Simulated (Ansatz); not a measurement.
**The cobalt atom (quartet): the correlation ladder, def2-SVP**

Aim: climb from Hartree-Fock through coupled cluster for the cobalt atom (quartet) at one geometry and basis, and see what each rung misses.

Program: Ansatz 0.2.0, Gaussian basis. Level of theory: def2-SVP, core rule «outside noble gas», up to 9 orbitals frozen. These are calculated values, not measurements.

Plan: UHF; CCSD(T) on ROHF; CCSDTQ on ROHF; Full CI.

### 1 The atom

A free atom, in its lowest state of this spin that the program finds.

1 atom, charge 0, spin multiplicity 4.

### 2 UHF

in.yaml

```yaml
crystal:
  periodic: [false, false, false]
  atoms:
    - {symbol: Co, position_ang: [0.000000, 0.000000, 0.000000]}
basis:
  gaussian: {orbitals: def2-SVP}
magnetization: {spin_polarized: true, initial_magnetization: 3}
hamiltonian: {xc: hf}
output: {orbitals: {seedname: orbitals}}
```

Run with:

```
ansatz run in.yaml --threads 1 --pin off --events-out ev --progress --plain --max-ram 2393MiB
```

Further steps of the session: CCSD(T) on ROHF; CCSDTQ on ROHF; Full CI.

Q: Predict the results of all the runs planned. Wanted: FCI below the RHF energy; RMP2 from FCI; RCCSD from FCI; RCCSD(T) from FCI; T1 diagnostic; effectively unpaired electrons.

As calculated:

| quantity | value |
| --- | --- |
| FCI below the RHF energy | -4.3446 eV |
| RMP2 from FCI | +44.3 kJ/mol |
| RCCSD from FCI | +10.2 kJ/mol |
| RCCSD(T) from FCI | +0.1 kJ/mol |
| levels within 1 kcal/mol (43 meV) | RCCSD(T), RCCSDTQ |
| T1 diagnostic | 0.018 |
| effectively unpaired electrons | 3.07 |

**Reading.** RCCSD(T) lands +0.1 kJ/mol from the yardstick (0.0 % of the correlation energy). One determinant dominates. These misses are within one basis, not against nature.
